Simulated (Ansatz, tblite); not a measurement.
**Fac-ScBr3(H2O)3 (Br₃H₆O₃Sc): a ladder of methods and basis sets**

One table from this session's results is given with a row withheld; the runs are named, their logs left out.

The runs use Ansatz 0.2.0, Gaussian basis; as each input shows.

Plan: GFN1-xTB, GFN2-xTB, PBE-D4/def2-TZVP, r2SCAN-D4/def2-TZVP, BLYP-D4/def2-TZVP, PBE-QIDH/def2-TZVP, r2SCANh-D4/def2-TZVP, PBE-D4/def2-SVP, PBE0-D4/def2-SVP, MP2/def2-TZVP, RPA/def2-TZVP.

1 further run of the same task is left out (set aside as unsound or not needed). Runs told in other sessions of the task aren't counted.

## The structure

The singlet was relaxed beforehand with PBE0-D4/def2-SVP.

13 atoms, charge 0, spin multiplicity 1.

Bond lengths: Br1–Sc7 2.536 Å, Br2–Sc7 2.536 Å, Br3–Sc7 2.536 Å, O4–Sc7 2.256 Å, O4–H8 0.972 Å, O4–H9 0.972 Å, O5–Sc7 2.256 Å, O5–H10 0.972 Å, O5–H11 0.972 Å, O6–Sc7 2.256 Å, O6–H12 0.972 Å, O6–H13 0.972 Å. Angles: Sc7–O4–H8 102.4°, Sc7–O4–H9 102.0°, H8–O4–H9 104.9°, Sc7–O5–H10 102.4°, Sc7–O5–H11 102.0°, H10–O5–H11 104.9°, Sc7–O6–H12 102.4°, Sc7–O6–H13 102.0°, H12–O6–H13 104.9°, Br1–Sc7–Br2 107.3°, Br1–Sc7–Br3 107.3°, Br1–Sc7–O4 161.2°, Br1–Sc7–O5 83.2°, Br1–Sc7–O6 83.4°, Br2–Sc7–Br3 107.3°, Br2–Sc7–O4 83.4°, Br2–Sc7–O5 161.2°, Br2–Sc7–O6 83.2° and more.

Geometry (Å):

```xyz
13
Br3H6O3Sc
Br   -0.0828    0.0443    2.8448
Br    2.8448   -0.0960   -0.0006
Br    0.0108    2.8435   -0.1287
O     0.2675    0.1834   -1.8675
O    -1.8631    0.2784    0.2101
O     0.2061   -1.8608    0.2967
Sc    0.3843    0.3869    0.3763
H     1.1873   -0.0185   -2.1065
H     0.1333    1.1044   -2.1472
H    -2.1007    1.1971    0.0017
H    -2.1285    0.1559    1.1369
H     0.0114   -2.0866    1.2214
H     1.1295   -2.1320    0.1625
```

No spin-orbit coupling is included.

PBE0-D4/def2-TZVP was run before; its log isn't repeated, and its numbers join the tables.

The first run:

Tight binding, by tblite at 300 K electronic temperature and without a spin-polarisation term:

```python
tblite.interface.Calculator('GFN1-xTB', numbers, positions, charge=0, uhf=0).singlepoint()
```

Tight binding, by tblite at 300 K electronic temperature and without a spin-polarisation term:

```python
tblite.interface.Calculator('GFN2-xTB', numbers, positions, charge=0, uhf=0).singlepoint()
```

start.molden holds the orbitals of an earlier run on this state, given as this run's starting guess.

File in.yaml:

```yaml
crystal:
  periodic: [false, false, false]
  atoms:
    - {symbol: Br, position_ang: [-0.082824, 0.044321, 2.844831]}
    - {symbol: Br, position_ang: [2.844782, -0.095994, -0.000553]}
    - {symbol: Br, position_ang: [0.010751, 2.843479, -0.128702]}
    - {symbol: O, position_ang: [0.267516, 0.183406, -1.867547]}
    - {symbol: O, position_ang: [-1.863050, 0.278390, 0.210087]}
    - {symbol: O, position_ang: [0.206069, -1.860752, 0.296743]}
    - {symbol: Sc, position_ang: [0.384338, 0.386929, 0.376323]}
    - {symbol: H, position_ang: [1.187302, -0.018519, -2.106508]}
    - {symbol: H, position_ang: [0.133316, 1.104358, -2.147219]}
    - {symbol: H, position_ang: [-2.100664, 1.197101, 0.001722]}
    - {symbol: H, position_ang: [-2.128508, 0.155931, 1.136864]}
    - {symbol: H, position_ang: [0.011446, -2.086648, 1.221405]}
    - {symbol: H, position_ang: [1.129536, -2.132011, 0.162545]}
basis:
  gaussian: {orbitals: def2-TZVP, initial_orbitals: start.molden}
hamiltonian: {xc: pbe, dispersion: d4}
scf: {omitted_lower_state_checks: [starts]}
output: {forces: true, orbitals: {seedname: orbitals}}
```

Started as:

```sh
$ ansatz run in.yaml --threads 4 --pin off --events-out ev --progress --plain --max-ram 4787MiB
```

Among the steps run: PBE-D4/def2-TZVP; r2SCAN-D4/def2-TZVP; BLYP-D4/def2-TZVP; PBE-QIDH/def2-TZVP; r2SCANh-D4/def2-TZVP; PBE-D4/def2-SVP; PBE0-D4/def2-SVP; MP2/def2-TZVP; RPA/def2-TZVP.

One table of the session follows, with a row left open; its other results are not shown here.

It belongs to the step «Binding energy». 

| level | binding an atom (eV) |
| --- | --- |
| HF/def2-TZVP | 2.501 |
| PBE-D4/def2-SVP | 3.650 |
| BLYP-D4/def2-TZVP | 3.536 |
| PBE0-D4/def2-SVP | ? |
| PBE0-D4/def2-TZVP | 3.509 |
| MP2/def2-TZVP | 3.538 |

Q: Estimate the row for PBE0-D4/def2-SVP from the others.

**Answer.** binding an atom (eV): 3.544. In the column «binding an atom (eV)» it lies between MP2/def2-TZVP (3.538) and PBE-D4/def2-SVP (3.650).

To keep in mind: Free atoms were run apart at each level; binding is atoms less cluster, divided by the number of atoms, without zero-point or spin-orbit terms.
